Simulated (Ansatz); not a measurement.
# BiTe (R-3m) in Ansatz: a series of runs

Aim: see how the results for BiTe move with the level of theory and the settings. Levels: revPBE+D4, revPBE, BLYP, PBE. Tasks: relaxation of cell and atoms, single point.

Everything below comes from runs of Ansatz 0.2.0. Logs are shortened: lines on timing, memory, paths and dates and some standing lists are left out, and cuts for length are marked.

### 1 The structure

It takes space group R-3m (No. 166, trigonal). Conventional cell: a = 4.845 Å, b = 4.845 Å, c = 9.952 Å, α = 90.00°, β = 90.00°, γ = 120.00°. Bi (site symmetry -3m) has 6 Te at 3.25 Å as nearest neighbours. Te (site symmetry -3m) is surrounded by 6 Bi at 3.25 Å.

The cell comes from a database or a generator and needn't be the stable form of this composition.

### 2 Relaxation of cell and atoms, revPBE+D4

input.yaml reads:

```yaml
crystal:
  lattice:
    - [2.4227077728, 1.3987509848, 3.3172919545]
    - [-2.4227077728, 1.3987509848, 3.3172919545]
    - [0.0, -2.7975019696, 3.3172919545]
  atoms:
    - { symbol: Bi, position: [0.5, 0.5, 0.5] }
    - { symbol: Te, position: [0.0, 0.0, 0.0] }
hamiltonian:
  xc: revpbe
  pseudopotentials: { kind: paw }
  dispersion: d4
kpoints:
  mp_grid: { grid: [7, 7, 7] }
scf:
  occupations: { method: fermi_dirac, width: 0.05 }
output:
  forces: true
  stress: true
  eigenvalues: true
relax:
  f_tol: 0.01
  max_steps: 40
  cell: { stress_tol: 0.05 }
```

Potentials or basis: Ansatz PAW.

The run is started by

```
ansatz run input.yaml --threads 2 --pin off --max-ram 5632MiB --backend cpu --events-out ev --progress --plain --runs-dir out
```

Log:

```text
Warning: RAYON_NUM_THREADS=2 ignored (pool sized by the plan → 2); use --threads N
Engine: ansatz 0.2.0, x86_64-unknown-linux-gnu
Pseudopotentials: kind: paw
Pseudopotential: Bi, paw, valence charge 15, recommended cutoff 420 eV (normal), Bi.paw.azcp
Pseudopotential: Te, paw, valence charge 16, recommended cutoff 420 eV (normal), Te.paw.azcp
Functional definition: revPBE
  parameter kappa = 1.245
  parameter beta = 0.06672455060314922
  exchange = pbe_x(kappa = kappa, mu = beta*pi^2/3)
  correlation = pbe_c(beta = beta)
Crystal: 2 atoms, lattice volume = 67.449 Å³
Basis set: ecut = 420 eV, 1307 PW (Γ), exchange–correlation on 60×60×60 points (8 copies of the dense FFT grid, shifted against one another)
Bands: 20, of which v1, the nominal top of the filled ones, is band 16 counted from 1 (15 counted from 0)
Symmetry: 12 space group operations
Space group: R-3m (ITA 166), of the structure as read, at distance tolerance 4.1e-5 Å
k-points: 44 of 343
Non-local potential: Bi, projectors of the file, l = 0: 2, l = 1: 2, l = 2: 2, l = 3: 2
Non-local potential: Te, projectors of the file, l = 0: 2, l = 1: 2, l = 2: 2, l = 3: 2
PAW form: soft (Blöchl's): semilocal exchange-correlation on the pseudo side does not see the compensation charge
PAW frozen core: Bi, regenerated for the run's functional, and the local potential with it (the file was generated under x = pbe(κ = 0.804, μ = 0.2195149727645171), c = pbe(β = 0.06672455060314922))
PAW frozen core: Te, regenerated for the run's functional, and the local potential with it (the file was generated under x = pbe(κ = 0.804, μ = 0.2195149727645171), c = pbe(β = 0.06672455060314922))
PAW one-centre angular grid: Bi, 590 points (default); XC on 64 Gauss nodes
PAW one-centre angular grid: Te, 590 points (default); XC on 64 Gauss nodes
Initial density: superposition of atomic densities (neutral atoms: chi_scale 0, normalization atom), corrected by the library's trained network
Initial wavefunctions: pseudopotential atomic-orbital guess
Functional: x = revpbe(κ = 1.245, μ = 0.2195149727645171), c = pbe(β = 0.06672455060314922)
SCF iter   1: F=—  HF=-19395.546893 eV  |F-HF|=—  |Δ(HF+E_count)|=         —  Δρ=1.25e-3  dr2=7.03e-4  ethr=1.77e-3  ⟨swp⟩=6.5  Hψ=4628  notcnv=0
preconditioner: auto → Kerker (q_TF=auto, 2.397 Å⁻¹)  [metal: Δε(μ)=0.073 eV  Ē_g=9.434 eV  σ=0.050 eV  W_gap=0.35  n_scr=14 (ndim 8)  ℏωp=15.0 eV  f_vac=0.001  D(μ)=1.35/eV (n_scr^D=8)]
SCF iter   2: F=—  HF=-19395.545374 eV  |F-HF|=—  |Δ(HF+E_count)|=   1.52e-3  Δρ=4.44e-4  dr2=8.84e-5  ethr=2.27e-6  ⟨swp⟩=3.0  Hψ=2190  notcnv=0
SCF iter   3: F=—  HF=-19395.545473 eV  |F-HF|=—  |Δ(HF+E_count)|=   9.96e-5  Δρ=2.47e-4  dr2=3.31e-5  ethr=2.85e-7  ⟨swp⟩=2.2  Hψ=1107  notcnv=0
SCF iter   4: F=—  HF=-19395.545512 eV  |F-HF|=—  |Δ(HF+E_count)|=   3.86e-5  Δρ=4.34e-5  dr2=1.76e-6  ethr=1.07e-7  ⟨swp⟩=2.0  Hψ=1130  notcnv=0
SCF iter   5: F=—  HF=-19395.545514 eV  |F-HF|=—  |Δ(HF+E_count)|=   2.40e-6  Δρ=1.74e-5  dr2=2.67e-7  ethr=5.68e-9  ⟨swp⟩=2.2  Hψ=1262  notcnv=0
SCF iter   6: F=-19395.545515 eV  HF=-19395.545515 eV  |F-HF|=2.29e-8  |Δ(HF+E_count)|=   3.60e-7  Δρ=4.98e-6  dr2=2.26e-8  ethr=3.23e-10  ⟨swp⟩=7.5  Hψ=4619  notcnv=0
SCF 1 converged in 6 iterations: F = -19395.545515 eV  dr2 = 2.26e-8
relax step   1: F+E_penalty+E_count = -19395.54551478 eV  Δ(F+E_penalty+E_count) = +0.000e0 eV  max|allowed force component| = 1.682e-29 eV/Å  Δτ_max = 0.0000 Å  P = -2.409 GPa  Ω = 67.449 Å³  (6 SCF iters, dr2 threshold 1.00e-7 eV, accepted)
Crystal: 2 atoms, lattice volume = 62.590 Å³
Basis set: ecut = 420 eV, 1199 PW (Γ), exchange–correlation on 60×60×60 points (8 copies of the dense FFT grid, shifted against one another)
Initial density: handed on by an earlier stage of this run
Initial wavefunctions: those handed on with the density
iter 1 solved again at ethr=5.85e-6 eV; its pass at ethr=3.10e-3 eV (dr2=1.81e-3 eV) is discarded
SCF iter   1: F=—  HF=-19395.571461 eV  |F-HF|=—  |Δ(HF+E_count)|=         —  Δρ=1.12e-3  dr2=1.52e-3  ethr=5.85e-6  ⟨swp⟩=3.9  Hψ=6659  notcnv=0
preconditioner: auto → Kerker (q_TF=auto, 2.427 Å⁻¹)  [metal: Δε(μ)=0.061 eV  Ē_g=9.735 eV  σ=0.050 eV  W_gap=0.29  n_scr=14 (ndim 8)  ℏωp=15.6 eV  f_vac=0.000  D(μ)=1.50/eV (n_scr^D=14)]
SCF iter   2: F=—  HF=-19395.571261 eV  |F-HF|=—  |Δ(HF+E_count)|=   2.01e-4  Δρ=7.39e-4  dr2=6.07e-4  ethr=4.92e-6  ⟨swp⟩=1.0  Hψ=880  notcnv=0
SCF iter   3: F=—  HF=-19395.571213 eV  |F-HF|=—  |Δ(HF+E_count)|=   4.78e-5  Δρ=2.19e-4  dr2=5.67e-5  ethr=1.96e-6  ⟨swp⟩=1.8  Hψ=945  notcnv=0
SCF iter   4: F=—  HF=-19395.571226 eV  |F-HF|=—  |Δ(HF+E_count)|=   1.32e-5  Δρ=6.68e-5  dr2=5.27e-6  ethr=1.83e-7  ⟨swp⟩=2.0  Hψ=1132  notcnv=0
SCF iter   5: F=—  HF=-19395.571230 eV  |F-HF|=—  |Δ(HF+E_count)|=   3.69e-6  Δρ=1.88e-5  dr2=2.25e-7  ethr=1.70e-8  ⟨swp⟩=2.0  Hψ=1165  notcnv=0
SCF iter   6: F=-19395.571230 eV  HF=-19395.571230 eV  |F-HF|=5.16e-8  |Δ(HF+E_count)|=   4.25e-7  Δρ=7.24e-6  dr2=3.36e-8  ethr=6.45e-10  ⟨swp⟩=6.8  Hψ=4383  notcnv=0
SCF 2 converged in 6 iterations: F = -19395.571230 eV  dr2 = 3.36e-8
relax step   2: F+E_penalty+E_count = -19395.57123042 eV  Δ(F+E_penalty+E_count) = -2.572e-2 eV  max|allowed force component| = 1.683e-29 eV/Å  Δτ_max = 0.0000 Å  P = +1.249 GPa  Ω = 62.590 Å³  energy of the carried Pulay correction = +8.744e-4 eV  (6 SCF iters, dr2 threshold 2.00e-7 eV, accepted)
Crystal: 2 atoms, lattice volume = 63.762 Å³
Basis set: ecut = 420 eV, 1241 PW (Γ), exchange–correlation on 60×60×60 points (8 copies of the dense FFT grid, shifted against one another)
iter 1 solved again at ethr=1.78e-6 eV; its pass at ethr=3.10e-3 eV (dr2=5.53e-4 eV) is discarded
SCF iter   1: F=—  HF=-19395.579025 eV  |F-HF|=—  |Δ(HF+E_count)|=         —  Δρ=6.00e-4  dr2=4.97e-4  ethr=1.78e-6  ⟨swp⟩=3.0  Hψ=6270  notcnv=0
preconditioner: auto → Kerker (q_TF=auto, 2.419 Å⁻¹)  [metal: Δε(μ)=0.051 eV  Ē_g=9.650 eV  σ=0.050 eV  W_gap=0.25  n_scr=14 (ndim 8)  ℏωp=15.4 eV  f_vac=0.000  D(μ)=1.47/eV (n_scr^D=14)]
SCF iter   2: F=—  HF=-19395.578953 eV  |F-HF|=—  |Δ(HF+E_count)|=   7.19e-5  Δρ=3.97e-4  dr2=2.12e-4  ethr=1.60e-6  ⟨swp⟩=1.0  Hψ=880  notcnv=0
SCF iter   3: F=—  HF=-19395.578920 eV  |F-HF|=—  |Δ(HF+E_count)|=   3.28e-5  Δρ=1.09e-4  dr2=1.46e-5  ethr=6.84e-7  ⟨swp⟩=2.0  Hψ=1037  notcnv=0
SCF iter   4: F=—  HF=-19395.578935 eV  |F-HF|=—  |Δ(HF+E_count)|=   1.46e-5  Δρ=3.50e-5  dr2=1.25e-6  ethr=4.72e-8  ⟨swp⟩=2.0  Hψ=1136  notcnv=0
SCF iter   5: F=-19395.578936 eV  HF=-19395.578936 eV  |F-HF|=1.15e-7  |Δ(HF+E_count)|=   1.24e-6  Δρ=9.31e-6  dr2=5.00e-8  ethr=6.45e-10  ⟨swp⟩=8.1  Hψ=4797  notcnv=0
SCF 3 converged in 5 iterations: F = -19395.578936 eV  dr2 = 5.00e-8
relax step   3: F+E_penalty+E_count = -19395.57893621 eV  Δ(F+E_penalty+E_count) = -7.706e-3 eV  max|allowed force component| = 2.014e-28 eV/Å  Δτ_max = 0.0000 Å  P = -0.005 GPa  Ω = 63.762 Å³  energy of the carried Pulay correction = +6.533e-4 eV  (5 SCF iters, dr2 threshold 2.00e-7 eV, accepted)
Crystal: 2 atoms, lattice volume = 63.617 Å³
Basis set: ecut = 420 eV, 1211 PW (Γ), exchange–correlation on 60×60×60 points (8 copies of the dense FFT grid, shifted against one another)
iter 1 solved again at ethr=5.44e-7 eV; its pass at ethr=3.10e-3 eV (dr2=1.69e-4 eV) is discarded
SCF iter   1: F=—  HF=-19395.581243 eV  |F-HF|=—  |Δ(HF+E_count)|=         —  Δρ=3.83e-4  dr2=1.77e-4  ethr=5.44e-7  ⟨swp⟩=2.8  Hψ=6255  notcnv=0
preconditioner: auto → Kerker (q_TF=auto, 2.420 Å⁻¹)  [metal: Δε(μ)=0.026 eV  Ē_g=9.653 eV  σ=0.050 eV  W_gap=0.13  n_scr=14 (ndim 8)  ℏωp=15.4 eV  f_vac=0.000  D(μ)=1.45/eV (n_scr^D=14)]
SCF iter   2: F=—  HF=-19395.581239 eV  |F-HF|=—  |Δ(HF+E_count)|=   3.43e-6  Δρ=2.63e-4  dr2=8.70e-5  ethr=5.44e-7  ⟨swp⟩=1.0  Hψ=880  notcnv=0
SCF iter   3: F=—  HF=-19395.581230 eV  |F-HF|=—  |Δ(HF+E_count)|=   9.34e-6  Δρ=6.21e-5  dr2=4.00e-6  ethr=2.81e-7  ⟨swp⟩=2.0  Hψ=1111  notcnv=0
SCF iter   4: F=—  HF=-19395.581232 eV  |F-HF|=—  |Δ(HF+E_count)|=   1.93e-6  Δρ=1.86e-5  dr2=2.82e-7  ethr=1.29e-8  ⟨swp⟩=2.0  Hψ=1141  notcnv=0
SCF iter   5: F=-19395.581232 eV  HF=-19395.581232 eV  |F-HF|=2.38e-8  |Δ(HF+E_count)|=   3.32e-7  Δρ=4.81e-6  dr2=1.43e-8  ethr=6.45e-10  ⟨swp⟩=6.5  Hψ=4389  notcnv=0
SCF 4 converged in 5 iterations: F = -19395.581232 eV  dr2 = 1.43e-8
relax step   4: F+E_penalty+E_count = -19395.58123221 eV  Δ(F+E_penalty+E_count) = -2.296e-3 eV  max|allowed force component| = 6.728e-29 eV/Å  Δτ_max = 0.0000 Å  P = -0.143 GPa  Ω = 63.617 Å³  energy of the carried Pulay correction = +6.758e-4 eV  (5 SCF iters, dr2 threshold 2.00e-7 eV, accepted)
Crystal: 2 atoms, lattice volume = 63.179 Å³
Basis set: ecut = 420 eV, 1223 PW (Γ), exchange–correlation on 60×60×60 points (8 copies of the dense FFT grid, shifted against one another)
iter 1 solved again at ethr=1.89e-7 eV; its pass at ethr=3.10e-3 eV (dr2=5.86e-5 eV) is discarded
SCF iter   1: F=—  HF=-19395.582079 eV  |F-HF|=—  |Δ(HF+E_count)|=         —  Δρ=2.67e-4  dr2=7.22e-5  ethr=1.89e-7  ⟨swp⟩=3.0  Hψ=6408  notcnv=0
preconditioner: auto → Kerker (q_TF=auto, 2.423 Å⁻¹)  [metal: Δε(μ)=0.065 eV  Ē_g=9.671 eV  σ=0.050 eV  W_gap=0.29  n_scr=14 (ndim 8)  ℏωp=15.5 eV  f_vac=0.000  D(μ)=1.34/eV (n_scr^D=6)]
SCF iter   2: F=—  HF=-19395.582090 eV  |F-HF|=—  |Δ(HF+E_count)|=   1.05e-5  Δρ=1.85e-4  dr2=3.76e-5  ethr=1.89e-7  ⟨swp⟩=1.0  Hψ=880  notcnv=0
SCF iter   3: F=—  HF=-19395.582089 eV  |F-HF|=—  |Δ(HF+E_count)|=   1.20e-6  Δρ=4.20e-5  dr2=1.99e-6  ethr=1.21e-7  ⟨swp⟩=2.0  Hψ=1117  notcnv=0
SCF iter   4: F=-19395.582089 eV  HF=-19395.582089 eV  |F-HF|=5.94e-8  |Δ(HF+E_count)|=   8.21e-7  Δρ=8.55e-6  dr2=4.98e-8  ethr=6.45e-10  ⟨swp⟩=5.0  Hψ=4638  notcnv=0
SCF 5 converged in 4 iterations: F = -19395.582089 eV  dr2 = 4.98e-8
relax step   5: F+E_penalty+E_count = -19395.58208950 eV  Δ(F+E_penalty+E_count) = -8.573e-4 eV  max|allowed force component| = 6.049e-28 eV/Å  Δτ_max = 0.0000 Å  P = +0.007 GPa  Ω = 63.179 Å³  energy of the carried Pulay correction = +7.535e-4 eV  (4 SCF iters, dr2 threshold 2.00e-7 eV, accepted)
Initial wavefunctions: pseudopotential atomic-orbital guess (no wavefunctions were taken with the density)
iter 1 solved again at ethr=2.03e-7 eV; its pass at ethr=3.10e-3 eV (dr2=6.29e-5 eV) is discarded
SCF iter   1: F=—  HF=-19395.581340 eV  |F-HF|=—  |Δ(HF+E_count)|=         —  Δρ=1.04e-4  dr2=7.91e-7  ethr=2.03e-7  ⟨swp⟩=3.6  Hψ=7214  notcnv=0
SCF iter   2: F=—  HF=-19395.581383 eV  |F-HF|=—  |Δ(HF+E_count)|=   4.31e-5  Δρ=5.42e-5  dr2=2.31e-7  ethr=2.55e-9  ⟨swp⟩=2.1  Hψ=1516  notcnv=0
SCF iter   3: F=—  HF=-19395.581395 eV  |F-HF|=—  |Δ(HF+E_count)|=   1.20e-5  Δρ=6.23e-6  dr2=1.31e-8  ethr=7.44e-10  ⟨swp⟩=2.0  Hψ=1351  notcnv=0
SCF iter   4: F=—  HF=-19395.581395 eV  |F-HF|=—  |Δ(HF+E_count)|=   7.37e-8  Δρ=1.35e-6  dr2=1.87e-9  ethr=4.23e-11  ⟨swp⟩=2.0  Hψ=1130  notcnv=0
SCF iter   5: F=—  HF=-19395.581395 eV  |F-HF|=—  |Δ(HF+E_count)|=   2.22e-9  Δρ=5.13e-7  dr2=2.76e-10  ethr=6.04e-12  ⟨swp⟩=2.0  Hψ=1130  notcnv=0
SCF iter   6: F=-19395.581395 eV  HF=-19395.581395 eV  |F-HF|=3.64e-12  |Δ(HF+E_count)|=  1.89e-10  Δρ=1.16e-7  dr2=7.24e-12  ethr=1.00e-12  ⟨swp⟩=6.2  Hψ=5174  notcnv=0
SCF 6 converged in 6 iterations: F = -19395.581395 eV  dr2 = 7.24e-12
relax step   6: F+E_penalty+E_count = -19395.58139550 eV  Δ(F+E_penalty+E_count) = +6.940e-4 eV  max|allowed force component| = 6.124e-28 eV/Å  Δτ_max = 0.0000 Å  P = +0.006 GPa  Ω = 63.179 Å³  stress off target by 1.52e-2 GPa  SCF on the basis re-selected at this cell (its energy is not comparable with the rows above)  (6 SCF iters)
basis re-selected at this cell: Δ(F+E_penalty+E_count) = +6.940e-4 eV, ΔP = -0.002 GPa vs the last step (what re-selecting the basis moved, of the pressure what is left beyond the Pulay correction that the steps carried, after the strain that the cell walked since its last selection, with what the two solves' SCF thresholds leave and, on support functions, any second-order correction that the steps lacked; it is no measure of the basis error at this ecutwfc). This SCF's stress stands 1.52e-2 GPa from its target on what of the cell is left free (relax.cell.stress_tol is 5.00e-2 GPa) and its largest allowed force component is 6.12e-28 eV/Å (relax.f_tol is 1.00e-2 eV/Å): within both
SCF converged after 6 iterations
Free energy (F): -19395.581395 eV
Harris-Foulkes:  -19395.581395 eV  (|F-HF|=3.64e-12)
Internal energy: -19395.570332 eV  (E = F + TS)
E sigma→0 (E₀):  -19395.575864 eV
Entropy (-TS):   -0.011063 eV (-5.532 meV/atom)
Fermi energy:    10.896919 eV
--- Per-component energies (eV) ---
  E_band       = -332.577835
  E_kinetic    = 482.510349
  E_local      = -2622.381242  (includes V_loc(G=0)·N_el)
  E_nonlocal   = 249.435588
  E_hartree    = 1235.735957
  E_xc         = -276.404542
  E_vxc        = -248.865776  (∫ρ·V_xc dr)
  E_paw        = -15342.402742  (= ΣΔE_a)
  E_vpaw       = -664.748102  (= ΣTr[D̂ρ^β])
  E_aug_tail   = -0.000583  (compensation charges beyond the density's cutoff)
  E_ewald      = -3120.459667
  E_disp       = -1.616684  (pairwise vdW)
  E_core_change = 0.013234  (= ΣΔE_core)
  E_smearing   = -0.011063  (= −TS)
  E_closure    = 0.000000  (closes the sum)
  Σ components = -19395.581395   (vs F -19395.581395, Δ=0.00e0)
--- Forces (eV/Å), atoms counted from 1 ---
  atom   1  Bi     0.00000000     0.00000000    -0.00000000
  atom   2  Te    -0.00000000     0.00000000     0.00000000
  max |Σ_I F_I| component: 1.22e-27 eV/Å
--- Stress (GPa, compression-positive) ---
        0.015211      -0.000000       0.000000
       -0.000000       0.015211       0.000000
        0.000000       0.000000      -0.013289
  P = ⅓ Tr σ = 0.0057 GPa (0.057 kbar)
--- Band table (eV; the first three rows and the last of 44) ---
  k-point 0: bands = ["-26.3866", "-26.3866", "-26.3330", "-26.3330", "-26.3110", "-12.4084", "-12.4084", "-12.3906", "-12.3906", "-12.3679", "-2.9334", "2.7982", "7.7582", "7.7582", "9.4784", "12.9465", "13.8534", "13.8534", "14.7074", "14.7074"]
  k-point 1: bands = ["-26.3866", "-26.3865", "-26.3330", "-26.3327", "-26.3110", "-12.4080", "-12.4077", "-12.3923", "-12.3887", "-12.3677", "-2.7481", "2.2933", "7.8997", "8.0820", "9.3558", "12.2874", "13.0498", "13.2876", "14.9819", "15.4975"]
  k-point 2: bands = ["-26.3865", "-26.3864", "-26.3331", "-26.3319", "-26.3110", "-12.4076", "-12.4074", "-12.3960", "-12.3842", "-12.3664", "-2.2002", "1.1433", "8.3125", "8.6261", "9.4546", "11.0806", "11.6863", "12.4772", "15.7582", "16.4450"]
  k-point 43: bands = ["-26.3866", "-26.3865", "-26.3309", "-26.3309", "-26.3113", "-12.4166", "-12.4150", "-12.3736", "-12.3706", "-12.3701", "-0.3662", "0.1172", "6.7623", "7.7485", "7.8994", "9.8479", "10.1028", "11.3641", "18.5827", "19.3115"]
--- Relaxed structure (5 steps of the walk, 5 accepted, 1 SCFs on fresh bases) ---
  F+E_penalty+E_count = -19395.58139550 eV   max|allowed force component| = 6.124e-28 eV/Å   (the final SCF, on the basis selected at the relaxed cell)
  cell:  # Å, volume = 63.1791 Å³
    - [2.4250472445890705, 1.4001016794610601, 3.1012904418699754]
    - [-2.4250472445890705, 1.4001016794610601, 3.1012904418699754]
    - [-2.728019880289832e-17, -2.8002033589221202, 3.1012904418699754]
  atoms:
    - { symbol: Bi, position: [0.49999999999999994, 0.49999999999999994, 0.49999999999999994] }
    - { symbol: Te, position: [-6.026761425156498e-37, 3.0302785784513825e-37, 2.7187022032524296e-36] }
```

It took 24 s on 2 threads of Intel Xeon at 2.50GHz (Skylake/Cascade Lake), shared host; peak memory 0.42 GiB.

Results:

| Quantity | Value |
| --- | --- |
| Free energy | -19395.5814 eV |
| Relaxed volume | 31.59 Å³/atom |
| Relaxed cell | a = 4.178 Å, b = 4.178 Å, c = 4.178 Å, α = 70.95°, β = 70.95°, γ = 70.95° |
| Space group after relaxing (to 0.05 Å) | R-3m (No. 166) |
| Energy gained by relaxing | 17.9 meV/atom |
| Ionic steps | 6 |
| Pressure after relaxing | 0.0 GPa |
| Band gap on the k mesh | none (metal or under the smearing width) |

The path:
```
step  energy change (eV)  largest force (eV/Å)  volume (Å³)
   1              0.0000                0.0000        67.45
   2             -0.0257                0.0000        62.59
   3             -0.0334                0.0000        63.76
   4             -0.0357                0.0000        63.62
   5             -0.0366                0.0000        63.18
   6             -0.0359                0.0000        63.18
```

Final structure:
```xyz
2
Lattice="2.4250 1.4001 3.1013 -2.4250 1.4001 3.1013 0.0000 -2.8002 3.1013" Properties=species:S:1:pos:R:3 pbc="T T T"
Bi    0.0000    0.0000    4.6519
Te    0.0000    0.0000    0.0000
```

Levels at points of the mesh, in eV from the Fermi level:
| k point | band 12 | band 13 | band 14 | band 15 | band 16 | band 17 | band 18 | band 19 |
| --- | --- | --- | --- | --- | --- | --- | --- | --- |
| (0.00, 0.00, 0.00) | -8.10 | -3.14 | -3.14 | -1.42 | 2.05 | 2.96 | 2.96 | 3.81 |

Caveat: the plane-wave basis is chosen anew once the cell has moved, so the energies of steps on either side of that aren't comparable; spin-orbit coupling is left out, which moves the levels of the heavy elements; pairwise dispersion overbinds metals, which lowers pressure and volume; the PAW data sets come from PBE, with cores solved anew for the run's functional, which leaves a small shift of forces and pressure.

[end of part 1 of 3]
